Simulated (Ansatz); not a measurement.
## AgRh under changes of volume

One of the cells (16.064 Å³/atom); the others are scaled copies at fixed shape and fractional positions:

```
Ag Rh
1.0
     2.77759    0.00000    0.00000
    -1.38879    2.40546    0.00000
     0.00000    0.00000    4.80860
Ag Rh
1 1
Direct
  0.00000 0.00000 0.50000
  0.66667 0.33333 0.00000
```

The cell comes from a database or a generator and needn't be the stable form of this composition.

- Program: Ansatz 0.2.0
- Functional: PBE
- Potentials or basis: Ansatz NC
- Cutoff: 1197 eV (not typed: the program's choice for these potentials)
- k mesh: 11 × 11 × 6
- Occupations: fermi-dirac, width 0.05 eV
- Spin: no spin polarisation

```csv
volume (Å³/atom),energy over the lowest point (meV/atom),pressure (GPa)
15.100,17.53,8.4
15.421,?,?
15.743,0.00,0.8
16.064,1.72,-2.3
16.385,9.30,-5.0
16.707,22.01,-7.4
17.028,39.20,-9.5
```

What does the run at 15.421 Å³/atom give?

Energy over the lowest point 4.96 meV/atom; pressure 4.4 GPa.

Worked out: A Birch-Murnaghan fit of order 3 (a polynomial in V^(-2/3)) to the other rows has its minimum at 15.81 Å³/atom with B0 = V·E''(V) = 159 GPa and B' = 5.5 at fixed shape and positions, which overstates the stiffness. It gives 4.97 meV/atom at 15.421 Å³/atom, against the run's 4.96, and -dE/dV = 4.3 GPa, against 4.4.

Energies are extrapolated to zero smearing.
